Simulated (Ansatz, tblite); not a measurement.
# In4Sb4 wurtzite atom sphere (In₄Sb₄H₁₄): rung by rung

An exercise on one series of results from a longer session: the logs are not shown, and one member is left open.

Method: as each input shows; program: Ansatz 0.2.0, Gaussian basis.

Levels to be run: GFN1-xTB, GFN2-xTB, PBE-D4/def2-TZVP, r2SCAN-D4/def2-TZVP, B97M-V/def2-TZVP, revPBE-D4/def2-TZVP, LC-ωPBE/def2-TZVP, PBE-D4/def2-SVP, PBE0-D4/def2-SVP, CCSD(T)/def2-SVP, MP2/def2-TZVP, RPA/def2-TZVP.

2 further runs of the same task are left out: 2 set aside as unsound or not needed.

## The geometry

The singlet was relaxed beforehand with r2SCAN-D4/def2-SVP.

22 atoms, charge 0, spin multiplicity 1.

Bond lengths: In1–Sb2 2.963 Å, In1–Sb4 2.855 Å, In1–H9 1.725 Å, In1–H10 1.725 Å, Sb2–In6 2.851 Å, Sb2–H11 1.703 Å, Sb2–H12 1.703 Å, In3–Sb4 2.855 Å, In3–Sb5 2.963 Å, In3–H13 1.725 Å, In3–H14 1.725 Å, Sb4–In7 2.855 Å, Sb4–H15 1.707 Å, Sb5–In6 2.851 Å, Sb5–H16 1.703 Å, Sb5–H17 1.703 Å, In6–Sb8 2.851 Å, In6–H18 1.724 Å and more. Angles: Sb2–In1–Sb4 94.9°, Sb2–In1–H9 102.1°, Sb2–In1–H10 102.0°, Sb4–In1–H9 111.3°, Sb4–In1–H10 111.2°, H9–In1–H10 128.4°, In1–Sb2–In6 124.8°, In1–Sb2–H11 112.5°, In1–Sb2–H12 112.5°, In6–Sb2–H11 103.7°, In6–Sb2–H12 103.7°, H11–Sb2–H12 95.2°, Sb4–In3–Sb5 94.9°, Sb4–In3–H13 111.2°, Sb4–In3–H14 111.2°, Sb5–In3–H13 102.0°, Sb5–In3–H14 102.1°, H13–In3–H14 128.4° and more.

In, Sb take a core potential in the def2 sets. No spin-orbit coupling is included.

PBE0-D4/def2-TZVP was run before; its log isn't repeated, and its numbers join the tables.

Set-up of the first run:

Tight binding, by tblite at 300 K electronic temperature and without a spin-polarisation term:

```python
tblite.interface.Calculator('GFN1-xTB', numbers, positions, charge=0, uhf=0).singlepoint()
```

Tight binding, by tblite at 300 K electronic temperature and without a spin-polarisation term:

```python
tblite.interface.Calculator('GFN2-xTB', numbers, positions, charge=0, uhf=0).singlepoint()
```

start.molden holds the orbitals of an earlier run on this state, given as this run's starting guess.

File in.yaml:

```yaml
crystal:
  periodic: [false, false, false]
  atoms:
    - {symbol: In, position_ang: [-2.433491, -1.398119, -1.669799]}
    - {symbol: Sb, position_ang: [-2.159045, -1.247566, 1.276919]}
    - {symbol: In, position_ang: [2.425223, -1.409177, -1.674339]}
    - {symbol: Sb, position_ang: [-0.001496, -0.004053, -2.212460]}
    - {symbol: Sb, position_ang: [2.164536, -1.245805, 1.272750]}
    - {symbol: In, position_ang: [0.003590, 0.005696, 2.648153]}
    - {symbol: In, position_ang: [0.002372, 2.801205, -1.680775]}
    - {symbol: Sb, position_ang: [0.000222, 2.499681, 1.266945]}
    - {symbol: H, position_ang: [-2.264029, -3.089554, -1.962583]}
    - {symbol: H, position_ang: [-3.805909, -0.392846, -1.955352]}
    - {symbol: H, position_ang: [-2.277534, -2.774964, 2.021658]}
    - {symbol: H, position_ang: [-3.543982, -0.601727, 2.029538]}
    - {symbol: H, position_ang: [2.243402, -3.100920, -1.958127]}
    - {symbol: H, position_ang: [3.802400, -0.414088, -1.971963]}
    - {symbol: H, position_ang: [-0.003042, -0.007601, -3.919911]}
    - {symbol: H, position_ang: [2.290991, -2.770111, 2.022501]}
    - {symbol: H, position_ang: [3.550727, -0.592901, 2.016903]}
    - {symbol: H, position_ang: [0.005242, 0.009506, 4.371884]}
    - {symbol: H, position_ang: [-1.549786, 3.494331, -1.973903]}
    - {symbol: H, position_ang: [1.556462, 3.490781, -1.972055]}
    - {symbol: H, position_ang: [-1.261159, 3.370515, 2.010056]}
    - {symbol: H, position_ang: [1.254286, 3.377727, 2.013938]}
basis:
  gaussian: {orbitals: def2-TZVP, fitting: {mean_field: def2-universal-jkfit}, initial_orbitals: start.molden}
hamiltonian: {xc: pbe, dispersion: d4}
scf: {omitted_lower_state_checks: [starts]}
output: {orbitals: {seedname: orbitals}}
```

On the command line:

```
$ ansatz run in.yaml --threads 2 --pin off --events-out ev --progress --plain --max-ram 32768MiB --backend cuda --devices 0, --max-vram 18GiB
```

Among the steps run: PBE-D4/def2-TZVP; r2SCAN-D4/def2-TZVP; B97M-V/def2-TZVP; revPBE-D4/def2-TZVP; LC-ωPBE/def2-TZVP; PBE-D4/def2-SVP; PBE0-D4/def2-SVP; CCSD(T)/def2-SVP; MP2/def2-TZVP; RPA/def2-TZVP.

One of the session's tables, all rows but one given; the rest of the session is left out.

It belongs to the step «Binding energy». 

```
             method  binding an atom (eV)
        HF/def2-SVP                 1.362
       HF/def2-TZVP                 1.391
    PBE-D4/def2-SVP                 2.112
   PBE-D4/def2-TZVP                 2.132
revPBE-D4/def2-TZVP                 2.066
r2SCAN-D4/def2-TZVP                 2.141
   B97M-V/def2-TZVP                     ?
   PBE0-D4/def2-SVP                 2.104
  PBE0-D4/def2-TZVP                 2.127
  LC-ωPBE/def2-TZVP                 2.099
       MP2/def2-SVP                 1.901
      MP2/def2-TZVP                 1.966
      CCSD/def2-SVP                 1.922
   CCSD(T)/def2-SVP                 1.953
```

Q: Estimate the row for B97M-V/def2-TZVP from the others.

As computed: binding an atom (eV): 2.200. In the column «binding an atom (eV)» it is the highest.

To keep in mind: Free atoms were run apart at each level; binding is atoms less cluster, divided by the number of atoms, without zero-point or spin-orbit terms.
